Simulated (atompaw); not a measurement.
# Pseudopotential generation for As: PAW (atompaw), PBE

Aim: build the potential from the settings below, then test how well it stands in for the atom: scattering, ghost states and the plane-wave cutoff that it needs.

Method: atompaw 4.2.0.5, PBE, scalar-relativistic.

**1. Settings**

Typed settings, in words:

* element: arsenic (As, Z = 33)
* type: PAW
* frozen core: [Ar] 3d10
* valence charge: 5
* reference configuration: 4s2 4p3
* partial waves: 4s (bound): rc 1.75 bohr; 4s channel at -0.5 Ry: rc 1.75 bohr; 4p (bound): rc 2.35 bohr; 4p channel at 1.55 Ry: rc 2.35 bohr; 4d channel at 0.45 Ry: rc 2.35 bohr
* local potential: troulliermartins scheme with l = 3 at 0.5 Ry, radius 2.25 bohr
* core correction: smooth core density matched at 1.70 bohr
* augmentation charge: besselshape compensation charge, radius 1.75 bohr; PAW radius 2.35 bohr; waves and projectors: custom polynom vanderbiltortho

The nodes and maxima of the atom's own shells, from an earlier all-electron run, set the scale for the radii.

All-electron outer shells of the reference configuration (PBE, scalar-relativistic, ld1.x):

| shell | level (eV) | outermost node (bohr) | outermost maximum (bohr) |
| --- | --- | --- | --- |
| 3p | -133.68 | 0.22 | 0.52 |
| 3d | -40.65 | – | 0.47 |
| 4s | -14.49 | 0.73 | 1.61 |
| 4p | -5.19 | 0.78 | 2.00 |

**2. Generating the potential**

File As.input:

```
As 33
GGA-PBE scalarrelativistic loggrid 1500 logderivrange -3 5 201
4 4 3 0 0 0
4 1 3
0 0 0
c
c
c
v
c
c
v
c
2
2.35 1.75 2.25 1.70
y
-0.5
n
y
1.55
n
y
0.45
n
custom polynom vanderbiltortho besselshape
3 0.5 troulliermartins
1.75
1.75
2.35
2.35
2.35
PWSCFOUT
UPFDX 0.0125d0 UPFXMIN -7.d0 UPFZMESH 33.d0
END
```

Launch:

```bash
$ atompaw < As.input > As.log
```

Before running it: what results should come out? Wanted: cutoffs for 10 and 1 mRy, occupied levels; bound ghosts; largest phase difference near zero energy, channels read; lowest eigenvalue of the overlap; share of valence orbitals outside the PAW sphere; UPF file.

The runs gave:

| quantity | value |
| --- | --- |
| cutoffs for 10 and 1 mRy, occupied levels | 8 Ry and 15 Ry |
| bound ghosts | s at -92.05 eV |
| largest phase difference near zero energy, channels read | 0.007 rad |
| lowest eigenvalue of the overlap (Bessel basis) | 0.002 (s) |
| share of valence orbitals outside the PAW sphere | 4s 24 %, 4p 50 % |
| UPF file | written |

**Reading.** It has a bound ghost (s), a state that the atom doesn't have, and that rules the file out. The overlap operator is nearly singular (0.002). The potential is soft on the atom at that tolerance: the looser tolerance needs 8 Ry. Near zero energy the phases of the channels with partial waves agree within 0.007 rad. These are tests on the free atom; a crystal test is still owed.
